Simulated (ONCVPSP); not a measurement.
# An ONCV potential for cobalt, from input to tests

Do these settings give a usable potential? It is generated, then checked for transferability, scattering, ghosts and hardness.

Method: ONCVPSP 4.0.1.1 (patched build), PBEsol, scalar-relativistic.

### Step 1. The atom and the settings

The settings as typed:

```json
{"element": "cobalt (Co, Z = 27)", "type": "optimised norm-conserving Vanderbilt (ONCV)", "frozen core": "[Ne]", "valence charge": "17", "reference configuration": "3s2 3p6 3d7 4s1 4p1", "partial waves": "3s+4s: rc 1.40 bohr, ncon 5, nbas 9, qcut 11.4 1/bohr, 2 projectors; 3p+4p: rc 1.65 bohr, ncon 4, nbas 9, qcut 8.3 1/bohr, 2 projectors; 3d: rc 0.95 bohr, ncon 3, nbas 8, qcut 17.4 1/bohr, 2 projectors, debl 0.7 Ha", "local potential": "polynomial inside 0.60 bohr (lpopt 5, dvloc0 0 Ha)", "core correction": "Teter function fitted to the true core (icmod 2), fcfact 0.7"}
```

### Step 2. Generating the potential

Co.dat

```
# ATOM AND REFERENCE CONFIGURATION
# atsym  z   nc   nv     iexc    psfile
  Co 27.00    3    5  -116133      upf
#
#   n    l    f
    1    0    2.00
    2    0    2.00
    2    1    6.00
    3    0    2.00
    3    1    6.00
    3    2    7.00
    4    0    1.00
    4    1    1.00
#
# PSEUDOPOTENTIAL AND OPTIMIZATION
# lmax
    2
#
#   l,   rc,      ep,       ncon, nbas, qcut
    0    1.40    0.00    5    9   11.40
    1    1.65    0.00    4    9    8.30
    2    0.95    0.00    3    8   17.40
#
# LOCAL POTENTIAL
# lloc, lpopt,  rc(5),   dvloc0
    4    5    0.60    0.00
#
# VANDERBILT-KLEINMAN-BYLANDER PROJECTORs
# l, nproj, debl
    0    2    2.50
    1    2    2.10
    2    2    0.70
#
# MODEL CORE CHARGE
# icmod, fcfact, rcfact
    2    0.70    1.15
#
# LOG DERIVATIVE ANALYSIS
# epsh1, epsh2, depsh
   -5.00    5.00    0.04
#
# OUTPUT GRID
# rlmax, drl
    6.00    0.01
#
# TEST CONFIGURATIONS
# ncnf
    4
# nvcnf
#   n    l    f
    5
    3    0    2.00
    3    1    6.00
    3    2    7.00
    4    0    2.00
    4    1    0.00
#
    5
    3    0    2.00
    3    1    6.00
    3    2    7.00
    4    0    1.00
    4    1    0.00
#
    5
    3    0    2.00
    3    1    6.00
    3    2    7.00
    4    0    0.00
    4    1    0.00
#
    5
    3    0    2.00
    3    1    6.00
    3    2    7.50
    4    0    1.50
    4    1    0.00
#
```

The run is started by

```console
$ oncvpsp.x < Co.dat > Co.out
```

**Question.** What will these runs give? Wanted: cutoffs for 1 and 0.1 mHa per electron, occupied waves; bound ghosts; GHOST(+) flags; largest test error; largest phase difference near zero energy, channels read; rms error of d²Exc/dn², without and with the model core.

**Answer**, as computed:

```
                                                quantity                              value
  cutoffs for 1 and 0.1 mHa per electron, occupied waves                  105 Ha and 120 Ha
                                            bound ghosts                         none found
                                          GHOST(+) flags                        s at 317 eV
                            largest test error (AE − PS)  -1.0 meV, for 3s2 3p6 3d7 4s0 4p0
largest phase difference near zero energy, channels read                          0.000 rad
 rms error of d²Exc/dn², without and with the model core                  1.68 and 0.95 mHa
```

In words: By total energies transferability is very good: the largest error is 1.0 meV on 21.4 eV, for 3s2 3p6 3d7 4s0 4p0. By its cutoff, 105 Ha for the looser tolerance, it is very hard. At the looser tolerance the 3d wave is the slowest; 3s needs 41 Ha. The program's ghost test flags no bound state. Near zero energy the phases of the channels with partial waves agree within 0.001 rad. The program also flags highly localised states, GHOST(+) (s). All of this concerns the isolated atom, not yet a solid.
